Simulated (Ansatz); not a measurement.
# C3H5ISi: the cost of one run

All numbers below are computed with Ansatz 0.2.0 (RKS PBE-D4/def2-SVP).

### Step 1. The starting structure

Bond lengths: Si1–C2 1.759 Å, C2–C3 1.292 Å, C3–C4 1.364 Å, C4–I5 2.050 Å, Si1–H6 1.478 Å, Si1–H7 1.473 Å, Si1–H8 1.549 Å, C2–H9 1.117 Å, C4–H10 1.020 Å. Angles: Si1–C2–C3 120.3°, Si1–C2–H9 116.7°, C3–C2–H9 122.9°, C2–Si1–H6 112.3°, C2–Si1–H7 112.7°, C2–Si1–H8 109.4°, H6–Si1–H7 109.1°, H6–Si1–H8 105.8°, H7–Si1–H8 107.2°, C2–C3–C4 174.1°, C3–C4–I5 114.9°, C3–C4–H10 121.9°, I5–C4–H10 123.1°.

Coordinates:

```xyz
10

Si   -1.5344   -0.2217    0.6307
C     0.2102   -0.3356    0.8209
C     0.9944   -0.0337   -0.1604
C     1.9293    0.2664   -1.1077
I     1.2504    1.4345   -2.6492
H    -2.2604   -0.6596    1.8408
H    -2.0315   -0.9801   -0.5303
H    -1.9334    1.2590    0.4138
H     0.5868   -0.6565    1.8223
H     2.8717   -0.1238   -1.0780
```

### Step 2. Relaxing end A

Contents of input.yaml:

```yaml
crystal:
  periodic: [false, false, false]
  atoms:
    - { symbol: Si, position_ang: [-1.5344, -0.2217, 0.6307] }
    - { symbol: C, position_ang: [0.2102, -0.3356, 0.8209] }
    - { symbol: C, position_ang: [0.9944, -0.0337, -0.1604] }
    - { symbol: C, position_ang: [1.9293, 0.2664, -1.1077] }
    - { symbol: I, position_ang: [1.2504, 1.4345, -2.6492] }
    - { symbol: H, position_ang: [-2.2604, -0.6596, 1.8408] }
    - { symbol: H, position_ang: [-2.0315, -0.9801, -0.5303] }
    - { symbol: H, position_ang: [-1.9334, 1.259, 0.4138] }
    - { symbol: H, position_ang: [0.5868, -0.6565, 1.8223] }
    - { symbol: H, position_ang: [2.8717, -0.1238, -1.078] }
basis:
  gaussian: { orbitals: def2-SVP }
hamiltonian:
  xc: pbe
  dispersion: d4
relax:
  f_tol: 0.02
  max_steps: 50
```

The run is started by

```
$ ansatz run input.yaml --threads 2 --pin off --max-ram 3072MiB --backend cpu --events-out ev --progress --plain --runs-dir out
```

Q: Estimate wall time and peak memory on 2 threads of AMD EPYC 9R45 (Zen 5), shared host.

About 14 s, with a peak of 0.17 GiB.
